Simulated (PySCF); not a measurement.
# RuNOH: singlet, from a PBE0 minimum start

Where does singlet RuNOH go from a PBE0 minimum start, is the end point a minimum, and what are its modes, charges and moments?

Program: PySCF 2.14.0. Level of theory: PBE0, basis Ru def2-TZVP with ECP28, N def2-TZVP, O def2-TZVP, H def2-TZVP, scalar-relativistic core potentials, no spin–orbit coupling, density fitting. These are calculated values, not measurements.

## Step 1: Starting geometry

4 atoms, charge 0, spin multiplicity 1.

Bond lengths: Ru1–N2 1.553 Å, Ru1–O3 1.914 Å, O3–H4 0.955 Å. Angles: N2–Ru1–O3 154.9°, Ru1–O3–H4 138.3°.

```xyz
4
charge 0 multiplicity 1
Ru    0.1061   -0.0683    0.0000
N     0.0000   -1.6175    0.0000
O    -0.5856    1.7159    0.0000
H    -1.4357    2.1519    0.0000
```

## Step 2: Finding the electronic state

One driver script runs all steps and calls PySCF; scf.py shows how it sets up the SCF of each step. The optimiser is the driver's own. After this first run the driver tries any further starts and a stability analysis.

The input, scf.py:

```python
from pyscf import gto, scf, dft
mol = gto.M(atom='''
Ru     0.106120    -0.068350    -0.000000
N     -0.000000    -1.617450     0.000000
O     -0.585600     1.715880     0.000000
H     -1.435730     2.151950    -0.000000''',
    basis={'Ru': 'def2-TZVP', 'N': 'def2-TZVP', 'O': 'def2-TZVP', 'H': 'def2-TZVP'},
    ecp={'Ru': 'def2-TZVP'},
    charge=0, spin=0)
mf = dft.RKS(mol, xc='PBE0')
mf.grids.atom_grid = (50, 194)
aux = {'Ru': 'def2-universal-JKFIT', 'N': 'def2-universal-JKFIT', 'O': 'def2-universal-JKFIT', 'H': 'def2-universal-JKFIT'}
mf = mf.density_fit(auxbasis=aux)
mf.conv_tol = 1e-08
mf.diis_space = 10
mf.max_cycle = 60
mf.init_guess = 'minao'
mf.verbose = 4
mf.kernel()
```

Run with:

```console
> OMP_NUM_THREADS=2 python axn.py task.json out
```

The log of the run:

```text
init E= -217.521248156545
  HOMO = -0.639417354771088  LUMO = -0.459064501319803  gap/eV = 4.90765
cycle= 1 E= -224.520079168486  delta_E=   -7  |g|= 2.15  |ddm|=  4.8
  HOMO = 0.06760739643738  LUMO = 0.0715112568972683  gap/eV = 0.10623
cycle= 2 E= -215.862284553669  delta_E= 8.66  |g|= 5.48  |ddm|= 6.35
  HOMO = -0.34665413711126  LUMO = -0.208819040668473  gap/eV = 3.75068
cycle= 3 E= -225.147252487779  delta_E= -9.28  |g|= 0.976  |ddm|= 6.14
  HOMO = -0.223457291707784  LUMO = -0.12754786780387  gap/eV = 2.60983
cycle= 4 E= -225.11227565113  delta_E= 0.035  |g|= 1.12  |ddm|= 0.84
  HOMO = -0.222491618253653  LUMO = -0.103672727780062  gap/eV = 3.23323
cycle= 5 E= -225.328018583179  delta_E= -0.216  |g|= 0.123  |ddm|= 0.481
  HOMO = -0.236590879498148  LUMO = -0.110979245974441  gap/eV = 3.41807
cycle= 6 E= -225.330871891758  delta_E= -0.00285  |g|= 0.0282  |ddm|= 0.0647
  HOMO = -0.241519583389242  LUMO = -0.114036199543779  gap/eV = 3.46900
cycle= 7 E= -225.33096194543  delta_E= -9.01e-05  |g|= 0.016  |ddm|= 0.0167
  HOMO = -0.240701073132972  LUMO = -0.113298327226239  gap/eV = 3.46681
cycle= 8 E= -225.331007822902  delta_E= -4.59e-05  |g|= 0.00464  |ddm|= 0.00857
  HOMO = -0.241226821269828  LUMO = -0.113616323467557  gap/eV = 3.47246
cycle= 9 E= -225.331011585091  delta_E= -3.76e-06  |g|= 0.0012  |ddm|= 0.00246
  HOMO = -0.241252976798991  LUMO = -0.113618265876166  gap/eV = 3.47312
cycle= 10 E= -225.331011882429  delta_E= -2.97e-07  |g|= 0.000125  |ddm|= 0.000682
  HOMO = -0.241264875180942  LUMO = -0.113622418119828  gap/eV = 3.47333
cycle= 11 E= -225.331011887757  delta_E= -5.33e-09  |g|= 5.35e-05  |ddm|= 0.000194
  HOMO = -0.241252581697167  LUMO = -0.113618864738847  gap/eV = 3.47309
Extra cycle  E= -225.331011881363  delta_E= 6.39e-09  |g|= 0.000204  |ddm|= 0.000128
converged SCF energy = -225.331011881363
```

This step, with its further starts and checks, ran for 7.1 s (2 threads of Arm Neoverse N1, shared host).

The test of internal stability found no lower closed-shell solution.

## Step 3: Relaxation: PBE0 minimum start, singlet

The program finds Cs symmetry in the start, which this walk keeps.

scf.py, as its differences from that of step 2:

```diff
@@ -3,4 +3,4 @@
-Ru     0.106120    -0.068350    -0.000000
-N     -0.000000    -1.617450     0.000000
-O     -0.585600     1.715880     0.000000
-H     -1.435730     2.151950    -0.000000''',
+Ru     0.106116    -0.068348     0.000000
+N     -0.000004    -1.617448     0.000000
+O     -0.585604     1.715882     0.000000
+H     -1.435734     2.151952     0.000000''',
@@ -17 +16,0 @@
-mf.init_guess = 'minao'
```

Energy and gradient, step by step:

```
step  energy (Eh)  change (kJ/mol)  largest symmetric gradient (Eh/bohr)
   0  -225.331012             0.00                               0.00006
```

The walk took 2.9 s.

Geometry (Å) and forces (eV/Å) at some steps:

```
step 0
Ru   0.106  -0.068   0.000   0.003   0.000   0.000
N    0.000  -1.617   0.000   0.000  -0.002   0.000
O   -0.586   1.716   0.000  -0.002   0.000   0.000
H   -1.436   2.152   0.000  -0.001   0.003   0.000
```

After 0 steps and 0.0 kJ/mol it ends at Cs: O–H 0.955 Å, Ru–N 1.553 Å, Ru–O 1.914 Å; H–O–Ru 138.3°, N–Ru–O 154.9°.

## Step 4: Vibrations and properties at this point

The point is checked on the finer grid, and tightened if its gradient asks for it. The Hessian and the dipole derivatives come from central differences of analytic gradients, with steps of 0.02 bohr.

scf.py, as its differences from that of step 3:

```diff
@@ -11 +11 @@
-mf.grids.atom_grid = (50, 194)
+mf.grids.atom_grid = (75, 302)
@@ -14 +14 @@
-mf.conv_tol = 1e-08
+mf.conv_tol = 1e-10
```

This SCF starts from the last density.

SCF at the final geometry:

```text
init E= -225.330991493469
  HOMO = -0.241263146676199  LUMO = -0.113621619517545  gap/eV = 3.47330
cycle= 1 E= -225.330991493445  delta_E= 2.39e-11  |g|= 1.19e-05  |ddm|= 9.02e-06
  HOMO = -0.241263064624774  LUMO = -0.113622407081113  gap/eV = 3.47328
cycle= 2 E= -225.330991493129  delta_E= 3.15e-10  |g|= 4.26e-05  |ddm|= 2.55e-05
  HOMO = -0.241264144004659  LUMO = -0.113622325536678  gap/eV = 3.47331
cycle= 3 E= -225.330991493462  delta_E= -3.33e-10  |g|= 7.86e-06  |ddm|= 1.99e-05
  HOMO = -0.241263569053458  LUMO = -0.113622052015462  gap/eV = 3.47330
cycle= 4 E= -225.330991493474  delta_E= -1.15e-11  |g|= 7.11e-07  |ddm|= 3.65e-06
  HOMO = -0.241263480110544  LUMO = -0.113621970199979  gap/eV = 3.47330
Extra cycle  E= -225.330991493474  delta_E= 5.68e-14  |g|= 1.6e-06  |ddm|= 1.09e-06
converged SCF energy = -225.330991493474
```

The whole step took 88 s.

Geometry: Cs; O–H 0.955 Å, Ru–N 1.553 Å, Ru–O 1.914 Å; H–O–Ru 138.3°, N–Ru–O 154.9°.

Modes, for the most abundant isotopes:

```tsv
symmetry	ω (cm⁻¹)	IR (km/mol)
a'	145	16.5
a''	413	132
a'	545	204
a'	665	77.7
a'	1261	138
a'	3954	137
```

Every mode is real; the point is a minimum.

Properties at this point:

```
Dipole moment                                                   : 0.64 D
Highest occupied level                                          : -6.57 eV
Lowest empty level                                              : -3.09 eV
Rotational constants                                            : 4.182, 0.1802, 0.1728 cm⁻¹
Zero-point energy                                               : 41.8 kJ/mol
Principal polarisabilities                                      : 27.3, 28.6, 56.8 bohr³
Atomisation energy without zero-point energy                    : 1242 kJ/mol
Principal traceless quadrupole moments about the centre of mass : -7.11, 0.40, 6.71 D Å
Entropy at 298.15 K and 1 bar                                   : 281.3 J/(mol K)
Heat capacity Cp at 298.15 K                                    : 56.5 J/(mol K)
Enthalpy at 298.15 K above 0 K                                  : 13.29 kJ/mol
Rotational symmetry number                                      : 1
```

Charges (e) and bond orders:

```json
{"atom": "Ru1", "Mulliken": "0.95", "Löwdin": "0.43", "polar tensor": "1.36", "Mayer order to Ru1": "–"}
{"atom": "N2", "Mulliken": "-0.46", "Löwdin": "-0.16", "polar tensor": "-0.66", "Mayer order to Ru1": "2.76"}
{"atom": "O3", "Mulliken": "-0.81", "Löwdin": "-0.42", "polar tensor": "-1.00", "Mayer order to Ru1": "0.72"}
{"atom": "H4", "Mulliken": "0.32", "Löwdin": "0.15", "polar tensor": "0.30", "Mayer order to Ru1": "0.02"}
```

Outer orbital energies (eV). occupied: -13.96, -10.99, -10.91, -9.91, -8.78, -8.73, -6.57, -6.57; empty: -3.09, -1.47, -1.13, 0.88.

Mulliken populations on Ru1 (outside its core potential): s 2.15, p 6.09, d 6.79, f 0.03.

## Step 5: Would spin polarisation lower it?

At the lowest minimum the closed shell is tested against spin polarisation, on the (50, 194) grid. It is stable.

## Step 6: Summary of results

| quantity | value |
| --- | --- |
| minimum | singlet, Cs |
| geometry | O–H 0.955 Å, Ru–N 1.553 Å, Ru–O 1.914 Å; H–O–Ru 138.3°, N–Ru–O 154.9° |
| wavenumbers (cm⁻¹) | 145 (a'), 413 (a''), 545 (a'), 665 (a'), 1261 (a'), 3954 (a') |
| dipole moment | 0.64 D |
| highest occupied, lowest empty level | -6.57, -3.09 eV |
| polar-tensor charge of Ru1 | +1.36 e |
| zero-point energy | 41.8 kJ/mol |
| entropy at 298.15 K | 281.3 J/(mol K) |
| atomisation energy (no zero-point energy) | 1242 kJ/mol |

In words: The molecule stays Cs, as typed, and the end point is a minimum. In the infrared the band at 545 cm⁻¹ (a') leads. Other starts or spin states, not run here, may lie lower.

The search up to here ran for 1.7 min (2 threads of Arm Neoverse N1, shared host).
